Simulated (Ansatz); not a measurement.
# FH₃OSiZn: how energies converge with the basis set

The task here is to estimate one member of a computed series from the others.

Computed with Ansatz 0.2.0, Gaussian basis. Level: one geometry, several basis sets.

Levels to be run: PBE0-D4/def2-SVP; ωB97M-V/def2-SVP; PBE0-D4/def2-QZVPP; ωB97M-V/def2-QZVPP; the functionals' def2-TZVPP values are taken from earlier runs.

**The relaxed structure**

All runs share one geometry, relaxed beforehand with PBE0-D4 in a triple-zeta def2 set.

SMILES `[F][Zn][O][SiH3]`, 7 atoms, charge 0, spin multiplicity 1.

Atoms are counted from 1 here; the program's logs count them from 0.

Bond lengths: F1–Zn2 1.735 Å, Zn2–O3 1.746 Å, O3–Si4 1.628 Å, Si4–H5 1.486 Å, Si4–H6 1.491 Å, Si4–H7 1.491 Å. Angles: F1–Zn2–O3 177.5°, Zn2–O3–Si4 142.6°, O3–Si4–H5 108.8°, O3–Si4–H6 111.3°, O3–Si4–H7 111.3°, H5–Si4–H6 108.8°, H5–Si4–H7 108.8°, H6–Si4–H7 107.7°.

As a file:

```
F    -0.2719   -3.2350    1.8359
Zn   -0.4194   -1.7641    0.9276
O    -0.6422   -0.2997    0.0027
Si    0.1484    1.0091   -0.5555
H    -0.8062    1.8564   -1.3160
H     0.7209    1.8130    0.5618
H     1.2704    0.6203   -1.4566
```

Set-up of the first run:

Contents of in.yaml:

```yaml
crystal:
  periodic: [false, false, false]
  atoms:
    - {symbol: F, position_ang: [-0.271853, -3.235043, 1.835936]}
    - {symbol: Zn, position_ang: [-0.419394, -1.764058, 0.927580]}
    - {symbol: O, position_ang: [-0.642233, -0.299747, 0.002722]}
    - {symbol: Si, position_ang: [0.148355, 1.009144, -0.555463]}
    - {symbol: H, position_ang: [-0.806178, 1.856432, -1.316018]}
    - {symbol: H, position_ang: [0.720866, 1.812995, 0.561811]}
    - {symbol: H, position_ang: [1.270428, 0.620266, -1.456567]}
basis:
  gaussian: {orbitals: def2-SVP}
hamiltonian: {xc: pbe0, dispersion: d4}
output: {orbitals: {seedname: orbitals}}
```

Among the steps run: PBE0-D4 in def2-SVP; ωB97M-V in def2-SVP; PBE0-D4 in def2-QZVPP; ωB97M-V in def2-QZVPP.

One of the session's tables, all rows but one given; the rest of the session is left out.

It belongs to the step «Functionals by basis». 

| functional | basis | HOMO (eV) | LUMO (eV) |
| --- | --- | --- | --- |
| PBE0-D4 | def2-SVP | -8.36 | -1.40 |
| PBE0-D4 | def2-TZVPP | -8.62 | -1.70 |
| PBE0-D4 | def2-QZVPP | -8.62 | -1.71 |
| ωB97M-V | def2-SVP | ? | ? |
| ωB97M-V | def2-TZVPP | -10.93 | 0.03 |
| ωB97M-V | def2-QZVPP | -10.94 | -0.19 |

Estimate the missing values for ωB97M-V, def2-SVP.

As computed: HOMO (eV): -10.63; LUMO (eV): 0.21. In the column «HOMO (eV)» it lies between ωB97M-V, def2-TZVPP (-10.93) and PBE0-D4, def2-TZVPP (-8.62).
